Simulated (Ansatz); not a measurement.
# MoSe: equation of state with PBE

MoSe:

```
CELL_PARAMETERS angstrom
0.00000 2.89288 2.89288
2.89288 0.00000 2.89288
2.89288 2.89288 0.00000
ATOMIC_POSITIONS crystal
Mo 0.00000 0.00000 0.00000
Se 0.50000 0.50000 0.50000
```

The cell was built by a generator and needn't be a form met in nature.

| Item | Value |
| --- | --- |
| Program | Ansatz 0.2.0 |
| Task | equation of state |
| Functional | PBE |
| Potentials or basis | all-electron LAPW, scalar-relativistic |
| Basis error allowed | 0.0005 eV/atom |
| k mesh | 8 × 8 × 8 |
| Occupations | fermi-dirac, width 0.05 eV |
| Spin | no spin polarisation |

The equilibrium volume is outside the volumes run.

Energy against volume, from the lowest point:
```tsv
volume (Å³/atom)	energy (meV/atom)
22.757	0.00
23.241	58.03
23.726	117.67
24.210	178.58
24.694	240.46
25.178	303.08
25.662	366.20
```

All runs of the series together: 75 s on 1 thread of Arm Neoverse V2 (shared host).
